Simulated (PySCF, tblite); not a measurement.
# 9-methyl-9h-fluorene: geometry, infrared bands, NMR shifts, spin-spin couplings and electronic excitations

Wanted: the infrared bands, NMR shifts, spin-spin couplings and electronic excitations of 9-methyl-9h-fluorene (`CC1c2ccccc2-c2ccccc21`), by calculation.

Programs: tblite 0.8.0 and PySCF 2.14.0, with density-fitted response routines of our own. Each step states its level of theory. These are calculated values for one molecule in the gas phase, unless marked as measured. Atoms count from 0, in the outputs and in this text.

### 1 Starting geometry

26 atoms, charge 0, multiplicity 1; geometry from: force field or distance geometry start.

Bonds of the start (Å): C0–C1 1.50, C1–C2 1.47, C2–C3 1.39, C3–C4 1.37, C4–C5 1.38, C5–C6 1.39, C6–C7 1.40, C7–C8 1.46, C8–C9 1.37, C9–C10 1.38, C10–C11 1.38, C11–C12 1.39, C12–C13 1.38, C13–C1 1.50, C7–C2 1.39, C13–C8 1.39, C0–H14 1.11, C0–H15 1.14, C0–H16 1.11, C1–H17 1.12, C3–H18 1.11, C4–H19 1.08, C5–H20 1.10, C6–H21 1.08, C9–H22 1.11, C10–H23 1.07, C11–H24 1.09, C12–H25 1.09.

### 2 Optimising the geometry with GFN2-xTB

The job: settings as JSON, then the geometry in Å.

```
{"job": {"kind": "relax", "xc": "GFN2-xTB", "basis": "xTB"}, "charge": 0, "multiplicity": 1}
C     -0.118700    -2.391600    -0.625000
C     -0.052900    -1.345800     0.450500
C     -1.191200    -0.426500     0.317600
C     -2.561400    -0.645600     0.355900
C     -3.457200     0.384800     0.204900
C     -2.969400     1.660500    -0.023400
C     -1.599500     1.881100    -0.072600
C     -0.674300     0.844000     0.102100
C      0.787200     0.795900     0.093300
C      1.742900     1.762600    -0.073700
C      3.085100     1.451500    -0.039000
C      3.444800     0.141500     0.181100
C      2.517200    -0.874500     0.368700
C      1.187900    -0.513200     0.306300
H      0.548800    -2.028900    -1.428300
H     -1.188800    -2.464200    -0.998600
H      0.228000    -3.371300    -0.239600
H     -0.034700    -1.873500     1.440900
H     -2.920400    -1.676300     0.545900
H     -4.524800     0.256000     0.235000
H     -3.668700     2.506200    -0.151400
H     -1.185100     2.863000    -0.236000
H      1.462800     2.819400    -0.239000
H      3.779200     2.254500    -0.179800
H      4.516400    -0.077200     0.211700
H      2.825600    -1.909800     0.535400
```

Started as:

```console
$ OMP_NUM_THREADS=2 python probes_run.py task.json out
```

This one command runs all jobs of the session in turn.

**Question.** This job is followed by: GFN2-xTB harmonic vibrations, gas phase; PBE0-D3(BJ)/def2-SVP geometry optimisation, gas phase; GIAO PBE0/pcSseg-1 NMR shielding, non-relativistic, gas phase; B3LYP/pcJ-1 indirect spin-spin coupling, non-relativistic, gas phase; TDDFT wB97X-D/def2-SVPD, vertical, gas phase, core orbitals frozen in the response; GIAO mPW1PW91/pcSseg-1 NMR shielding, non-relativistic, gas phase. What will the session give for the following? strongest single infrared mode (GFN2-xTB); zero-point energy (GFN2-xTB); point group; rotational constants (main isotopes); 13C shifts against TMS (PBE0/pcSseg-1, means over atoms taken as alike); 1H shifts against TMS (PBE0/pcSseg-1, means over atoms taken as alike); largest coupling of the table (B3LYP/pcJ-1); lowest singlet (wB97X-D/def2-SVPD); brightest single state of those computed; lowest triplet; range of the shift of C0.

As calculated:

| quantity | value |
| --- | --- |
| strongest single infrared mode (GFN2-xTB) | 3089 cm⁻¹, 117 km/mol |
| zero-point energy (GFN2-xTB) | 132.1 kcal/mol |
| point group | Cs |
| rotational constants (main isotopes) | 1.39, 0.58, 0.42 GHz |
| 13C shifts against TMS (PBE0/pcSseg-1, means over atoms taken as alike) | 154.5, 145.6, 132.5, 132.4, 129.2, 125.0, 45.0, 19.8 ppm |
| 1H shifts against TMS (PBE0/pcSseg-1, means over atoms taken as alike) | 7.98, 7.60, 7.51, 7.43, 3.80, 1.39 ppm |
| largest coupling of the table (B3LYP/pcJ-1) | 1J(C,H) C4–H19, 166.3 Hz (mean over like pairs) |
| lowest singlet (wB97X-D/def2-SVPD) | 4.80 eV (258 nm), f = 0.279 |
| brightest single state of those computed | state 6, 6.49 eV, f = 0.930 |
| lowest triplet | 3.48 eV |
| range of the shift of C0 | 19.8 to 20.0 ppm |

Over 79 steps the energy fell by 0.493 eV; of the close pairs, C0–H15 changed most, 1.136 to 1.088 Å (GFN2-xTB). No mode is imaginary among the 72: a minimum at this level. GFN2-xTB is a fitted tight-binding method: band positions and strengths are rough. Its intensities can rank the bands wrongly. The start of the PBE0/def2-SVP relaxation was shaken at random by about 0.01 Å, so part of the energy gained, and of the first lengths quoted, undoes that. Relaxing lowered the energy by 0.270 eV in 6 steps; the close pair that moved most is C2–C3, from 1.325 to 1.390 Å (PBE0/def2-SVP). No frequency check was run at this level, so the end point may be a saddle. NICS(1)zz of -26 ppm above the planar ring from C2 marks a diatropic (aromatic) ring current. NICS(1)zz of -26 ppm above the planar ring from C8 marks a diatropic (aromatic) ring current. In the run at B3LYP/pcJ-1, the largest coupling of the table is C4–H19 (mean over like pairs), 166.3 Hz, of which the Fermi-contact term gives 165.1 Hz. Couplings across rotatable bonds belong to this one conformer; where others are populated, the observed values are averages. The first singlet state (HOMO→LUMO 0.68, HOMO→LUMO+1 0.14) lies at 4.80 eV and is bright; of the 10 states computed, the strongest absorption comes from states 6 to 7 together at 6.49 eV. The lowest triplet lies 1.32 eV below the lowest singlet (triplets in Tamm-Dancoff, singlets in full TDDFT). The conformer search found further structures of the same energy, which may be mirror or relabelled copies of this one.
